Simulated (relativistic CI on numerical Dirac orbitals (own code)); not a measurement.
# Au: one ion under different settings

Aim: see what numerical and physical settings do to the SCF, the total energy and the lowest levels of Au.

The numbers are computed with relativistic CI on numerical Dirac orbitals (own code) version 3 (Dirac-Coulomb-Breit CI, KLI orbitals optimised for each configuration, model QED (radiative potential, 1s self-energy scaled to tabulated hydrogen-like ionisation energies), numerical settings as typed), except any that are marked as measured or tabulated.

### Step 1. Starting point

* ion: Au (Au I)
* nuclear charge: 79
* electrons: 79
* isotope: A = 197

### Step 2. An attempt

Input settings:

```ini
atom Au  Z=79  charge=0  electrons=79
nucleus A=197  rms_radius_fm=5.4371
hamiltonian dirac-coulomb  breit=on  qed=on  c_scale=1
orbitals kli  potential=per-configuration
slater_scale 1
correlation none
mixing on
grid step=0.0125 r_max=259.4
scf mixing=0.4 start=green max_iterations=97 tolerance=2e-08 node_fill=0.05
configurations
  [Xe] 4f14 6s3
  [Xe] 4f14 5d9 6s2
end
```

Launch:

```bash
> python run_levels.py task.json out
```

The settings of every run stand in task.json; they run in order.

Main fields of the result record, rounded:

```text
status: refused
warnings: ["configuration [Xe] 4f14 6s3: a shell holds more than 4l+2 electrons"]
```

Wall time 0.00064 s (1 thread, shared host).

Cause: the program refused the input. A shell of angular momentum l holds at most 4l + 2 electrons, and one was typed with more. The input had a shell typed with too many electrons. The cure is to correct the occupation.

### Step 3. The mended input

Settings: those of step 2 with these lines changed.

```diff
@@ -8,5 +8,5 @@
 grid step=0.0125 r_max=259.4
-scf mixing=0.4 start=green max_iterations=97 tolerance=2e-08 node_fill=0.05
+scf mixing=0.4 start=green max_iterations=150 tolerance=2e-08 node_fill=0.05
 configurations
-  [Xe] 4f14 6s3
+  [Xe] 4f14 5d10 6s
   [Xe] 4f14 5d9 6s2
```

Result record:

```text
status: converged
levels [i, E_cm, J2, conf, term, w_term, w_jj]:
  - [0, 0, 1, "5d10 6s", "2S", 1, 1]
  - [1, 10705.955, 5, "5d9 6s2", "2D", 1, 1]
  - [2, 22405.087, 3, "5d9 6s2", "2D", 1, 1]
total_energy [Ha]: -18999.02091
n_levels_all: 3
overlap: 1.44535e-11
scf_iterations: [13, 13]
orbital_energies [Ha]: {"1s": -2959.53, "2s": -521.669, "2p1/2": -500.227, "2p3/2": -432.949, "3s": -123.163, "3p1/2": -113.522, "3p3/2": -98.6744, "3d3/2": -82.673, "3d5/2": -79.4837, "4s": -26.8987, "4p1/2": -22.7789, "4p3/2": -19.2282, "4d3/2": -12.4862, "4d5/2": -11.8246, "4f5/2": -3.178, "4f7/2": -3.03864, "5s": -4.04436, "5p1/2": -2.71656, "5p3/2": -2.12204, "5d3/2": -0.382911, "5d5/2": -0.327715, "6s": -0.297657}
configurations [conf, odd, states, E_av_Ha, breit_Ha, qed_Ha]:
  - ["5d10 6s", 0, 2, -19035.50527, 21.65, 14.83]
  - ["5d9 6s2", 0, 10, -19035.43709, 21.65, 14.83]
scf_steps of the first configuration [iteration, E_Ha, residual, outer_eigenvalue_Ha]:
  - [1, -19015.40113, 2.59, -0.6905]
  - [2, -19034.53327, 0.611, -0.3254]
  - [3, -19035.26357, 0.307, -0.3067]
  - [4, -19035.50328, 0.0782, -0.3149]
  - [5, -19035.50573, 0.0281, -0.3065]
  - [6, -19035.50619, 0.0154, -0.3015]
  - [7, -19035.5051, 0.0011, -0.2976]
  - [8, -19035.50533, 0.000539, -0.2978]
  - [9, -19035.50529, 0.000144, -0.2977]
  - [10, -19035.50527, 1.14e-05, -0.2977]
  - [11, -19035.50527, 9.89e-07, -0.2977]
  - [12, -19035.50527, 3.62e-07, -0.2977]
  - [13, -19035.50527, 6.82e-09, -0.2977]
```

Run time: 0.38 s. Hardware: 1 thread, shared host.

### Step 4. Breit term off

Settings: those of step 3 with these lines changed.

```diff
@@ -2,3 +2,3 @@
 nucleus A=197  rms_radius_fm=5.4371
-hamiltonian dirac-coulomb  breit=on  qed=on  c_scale=1
+hamiltonian dirac-coulomb  breit=off  qed=on  c_scale=1
 orbitals kli  potential=per-configuration
```

Result record:

```text
status: converged
levels [i, E_cm, J2, conf, term, w_term]:
  - [0, 0, 1, "5d10 6s", "2S", 1]
  - [1, 10405.743, 5, "5d9 6s2", "2D", 1]
  - [2, 22423.895, 3, "5d9 6s2", "2D", 1]
total_energy [Ha]: -19020.67424
n_levels_all: 3
overlap: 1.44535e-11
scf_iterations: [13, 13]
orbital_energies [Ha]: {"1s": -2959.53, "2s": -521.669, "2p1/2": -500.227, "2p3/2": -432.949, "3s": -123.163, "3p1/2": -113.522, "3p3/2": -98.6744, "3d3/2": -82.673, "3d5/2": -79.4837, "4s": -26.8987, "4p1/2": -22.7789, "4p3/2": -19.2282, "4d3/2": -12.4862, "4d5/2": -11.8246, "4f5/2": -3.178, "4f7/2": -3.03864, "5s": -4.04436, "5p1/2": -2.71656, "5p3/2": -2.12204, "5d3/2": -0.382911, "5d5/2": -0.327715, "6s": -0.297657}
configurations [conf, odd, states, E_av_Ha, breit_Ha, qed_Ha]:
  - ["5d10 6s", 0, 2, -19035.50527, 0, 14.83]
  - ["5d9 6s2", 0, 10, -19035.43709, 0, 14.83]
scf_steps of the first configuration [iteration, E_Ha, residual, outer_eigenvalue_Ha]:
  - [1, -19015.40113, 2.59, -0.6905]
  - [2, -19034.53327, 0.611, -0.3254]
  - [3, -19035.26357, 0.307, -0.3067]
  - [4, -19035.50328, 0.0782, -0.3149]
  - [5, -19035.50573, 0.0281, -0.3065]
  - [6, -19035.50619, 0.0154, -0.3015]
  - [7, -19035.5051, 0.0011, -0.2976]
  - [8, -19035.50533, 0.000539, -0.2978]
  - [9, -19035.50529, 0.000144, -0.2977]
  - [10, -19035.50527, 1.14e-05, -0.2977]
  - [11, -19035.50527, 9.89e-07, -0.2977]
  - [12, -19035.50527, 3.62e-07, -0.2977]
  - [13, -19035.50527, 6.82e-09, -0.2977]
```

It took 0.34 s on 1 thread, shared host.

### Step 5. Speed-of-light factor 0.8

Settings: those of step 4 with these lines changed.

```diff
@@ -2,3 +2,3 @@
 nucleus A=197  rms_radius_fm=5.4371
-hamiltonian dirac-coulomb  breit=off  qed=on  c_scale=1
+hamiltonian dirac-coulomb  breit=on  qed=on  c_scale=0.8
 orbitals kli  potential=per-configuration
```

Result record:

```text
status: converged
levels [i, E_cm, J2, conf, term, w_term]:
  - [0, 0, 5, "5d9 6s2", "2D", 1]
  - [1, 13148.364, 1, "5d10 6s", "2S", 1]
  - [2, 16847.77, 3, "5d9 6s2", "2D", 1]
total_energy [Ha]: -19881.687528
n_levels_all: 3
overlap: 1.163e-11
scf_iterations: [14, 19]
orbital_energies [Ha]: {"1s": -3176.53, "2s": -582.008, "2p1/2": -557.298, "2p3/2": -433.648, "3s": -138.006, "3p1/2": -127.218, "3p3/2": -99.6972, "3d3/2": -83.2407, "3d5/2": -78.2241, "4s": -30.7514, "4p1/2": -26.1749, "4p3/2": -19.5287, "4d3/2": -12.6414, "4d5/2": -11.5968, "4f5/2": -2.99431, "4f7/2": -2.7868, "5s": -4.85889, "5p1/2": -3.35412, "5p3/2": -2.21916, "5d3/2": -0.455634, "5d5/2": -0.371251, "6s": -0.443456}
configurations [conf, odd, states, E_av_Ha, breit_Ha, qed_Ha]:
  - ["5d10 6s", 0, 2, -19942.13595, 36.48, 24.03]
  - ["5d9 6s2", 0, 10, -19942.16897, 36.48, 24.03]
scf_steps of the first configuration [iteration, E_Ha, residual, outer_eigenvalue_Ha]:
  - [1, -19910.61349, 2.98, -0.8859]
  - [2, -19940.07067, 0.857, -0.3924]
  - [3, -19941.60163, 0.441, -0.4104]
  - [4, -19942.1314, 0.0643, -0.4523]
  - [5, -19942.13321, 0.0475, -0.4498]
  - [6, -19942.13479, 0.00461, -0.4419]
  - [7, -19942.13623, 0.00442, -0.4436]
  - [8, -19942.13611, 0.00119, -0.4435]
  - [9, -19942.13597, 0.00017, -0.4434]
  - [10, -19942.13595, 2.05e-05, -0.4434]
  - [11, -19942.13595, 7.11e-06, -0.4435]
  - [12, -19942.13595, 1.58e-05, -0.4435]
  - [13, -19942.13595, 3.22e-08, -0.4435]
  - [14, -19942.13595, 1.75e-08, -0.4435]
```

It took 0.43 s on 1 thread, shared host.

A changed speed of light describes a fictitious ion. The QED potentials keep the true α.

### Step 6. Tolerance 1e-05, QED terms off, nuclear radius 5.9808

Input settings:

```ini
atom Au  Z=79  charge=0  electrons=79
nucleus A=197  rms_radius_fm=5.9808
hamiltonian dirac-coulomb  breit=on  qed=off  c_scale=1
orbitals kli  potential=per-configuration
slater_scale 1
correlation none
mixing on
grid step=0.0125 r_max=259.4
scf mixing=0.4 start=green max_iterations=150 tolerance=1e-05 node_fill=0.05
configurations
  [Xe] 4f14 5d10 6s
  [Xe] 4f14 5d9 6s2
end
```

Result record:

```text
status: converged
levels [i, E_cm, J2, conf, term, w_term]:
  - [0, 0, 1, "5d10 6s", "2S", 1]
  - [1, 10482.308, 5, "5d9 6s2", "2D", 1]
  - [2, 22151.288, 3, "5d9 6s2", "2D", 1]
total_energy [Ha]: -19013.13941
n_levels_all: 3
overlap: 1.44561e-11
scf_iterations: [11, 11]
orbital_energies [Ha]: {"1s": -2959.24, "2s": -521.626, "2p1/2": -500.226, "2p3/2": -432.95, "3s": -123.154, "3p1/2": -113.522, "3p3/2": -98.6749, "3d3/2": -82.6734, "3d5/2": -79.4841, "4s": -26.8963, "4p1/2": -22.7789, "4p3/2": -19.2283, "4d3/2": -12.4863, "4d5/2": -11.8247, "4f5/2": -3.17806, "4f7/2": -3.0387, "5s": -4.04388, "5p1/2": -2.71655, "5p3/2": -2.12206, "5d3/2": -0.382917, "5d5/2": -0.327719, "6s": -0.297611}
configurations [conf, odd, states, E_av_Ha, breit_Ha, qed_Ha]:
  - ["5d10 6s", 0, 2, -19034.79005, 21.65, 0]
  - ["5d9 6s2", 0, 10, -19034.7218, 21.65, 0]
scf_steps of the first configuration [iteration, E_Ha, residual, outer_eigenvalue_Ha]:
  - [1, -19014.68787, 2.59, -0.6905]
  - [2, -19033.81825, 0.611, -0.3253]
  - [3, -19034.5484, 0.307, -0.3067]
  - [4, -19034.78805, 0.0782, -0.3148]
  - [5, -19034.79051, 0.0282, -0.3065]
  - [6, -19034.79096, 0.0153, -0.3015]
  - [7, -19034.78987, 0.0011, -0.2975]
  - [8, -19034.79011, 0.000539, -0.2977]
  - [9, -19034.79006, 0.000144, -0.2976]
  - [10, -19034.79004, 1.14e-05, -0.2976]
  - [11, -19034.79005, 9.9e-07, -0.2976]
```

It took 0.3 s on 1 thread, shared host.

The changed nuclear radius is not that of the isotope named.

### Step 7. Node fill 50

Input settings:

```ini
atom Au  Z=79  charge=0  electrons=79
nucleus A=197  rms_radius_fm=5.4371
hamiltonian dirac-coulomb  breit=on  qed=on  c_scale=1
orbitals kli  potential=per-configuration
slater_scale 1
correlation none
mixing on
grid step=0.0125 r_max=259.4
scf mixing=0.4 start=green max_iterations=57 tolerance=2e-08 node_fill=50
configurations
  [Xe] 4f14 5d10 6s
  [Xe] 4f14 5d9 6s2
end
```

Result record:

```text
status: converged
levels [i, E_cm, J2, conf, term, w_term]:
  - [0, 0, 1, "5d10 6s", "2S", 1]
  - [1, 3409.9726, 5, "5d9 6s2", "2D", 1]
  - [2, 21103.431, 3, "5d9 6s2", "2D", 1]
total_energy [Ha]: -18997.459539
n_levels_all: 3
overlap: 7.83847e-12
scf_iterations: [15, 33]
orbital_energies [Ha]: {"1s": -2945.75, "2s": -515.685, "2p1/2": -493.263, "2p3/2": -426.821, "3s": -120.802, "3p1/2": -110.976, "3p3/2": -96.4283, "3d3/2": -80.3129, "3d5/2": -77.2205, "4s": -25.9606, "4p1/2": -21.8536, "4p3/2": -18.3821, "4d3/2": -11.736, "4d5/2": -11.1005, "4f5/2": -2.65108, "4f7/2": -2.52288, "5s": -3.83107, "5p1/2": -2.53157, "5p3/2": -1.96224, "5d3/2": -0.340881, "5d5/2": -0.296822, "6s": -0.351344}
configurations [conf, odd, states, E_av_Ha, breit_Ha, qed_Ha]:
  - ["5d10 6s", 0, 2, -19033.60356, 21.38, 14.77]
  - ["5d9 6s2", 0, 10, -19033.55729, 21.38, 14.77]
scf_steps of the first configuration [iteration, E_Ha, residual, outer_eigenvalue_Ha]:
  - [1, -19015.40113, 3.29, -0.6905]
  - [2, -19033.05691, 0.722, -0.2684]
  - [3, -19034.22428, 0.428, -0.3381]
  - [4, -19033.63159, 0.18, -0.3354]
  - [5, -19033.59902, 0.0312, -0.3491]
  - [6, -19033.59975, 0.0052, -0.3513]
  - [7, -19033.60398, 0.00057, -0.3512]
  - [8, -19033.6043, 0.000262, -0.3513]
  - [9, -19033.60347, 5.17e-05, -0.3513]
  - [10, -19033.60348, 4.97e-05, -0.3513]
  - [11, -19033.60356, 1.75e-06, -0.3513]
  - [12, -19033.60356, 3.78e-07, -0.3513]
  - [13, -19033.60356, 1.87e-07, -0.3513]
  - [14, -19033.60356, 4.38e-08, -0.3513]
  - [15, -19033.60356, 1.56e-09, -0.3513]
```

Run time: 0.53 s. Hardware: 1 thread, shared host.

A bad setting: its result is shown only for the comparison.

### Step 8. Comparison

| setting | total energy less usual (Ha) | largest shift of a level among the lowest eight of both runs, same label and place (cm⁻¹) | SCF iterations | time | lowest level | kind of change |
| --- | --- | --- | --- | --- | --- | --- |
| usual | 0 | 0 | 26 | 0.38 s | 6s 2S1/2 | - |
| Breit term off | -21.7 | 300 | 26 | 0.34 s | 6s 2S1/2 | model term |
| speed-of-light factor 0.8 | -883 | 23900 | 33 | 0.43 s | 5d9 6s2 2D5/2 | unphysical constant |
| tolerance 1e-05, QED terms off, nuclear radius 5.9808 | -14.1 | 254 | 22 | 0.3 s | 6s 2S1/2 | unphysical constant |
| node fill 50 | 1.56 | 7300 | 48 | 0.53 s | 6s 2S1/2 | unsound |

### Step 9. What came out

| quantity | value |
| --- | --- |
| lowest level, usual settings | 6s 2S1/2 |
| total energy | -18999.0209 Ha |
| first excitation | 10706.0 cm⁻¹ |
| runs without a result | 1 |

The lowest level changes under «speed-of-light factor 0.8». Among the runs whose levels can be followed, they move most under «speed-of-light factor 0.8» (unphysical constant), by up to 23900 cm⁻¹. «Node fill 50» costs 48 SCF iterations against 26. Only the listed configurations are in the model. In a near-neutral ion this small CI can misplace whole configurations by 10,000 cm⁻¹ or more, above all where the count of f electrons changes.
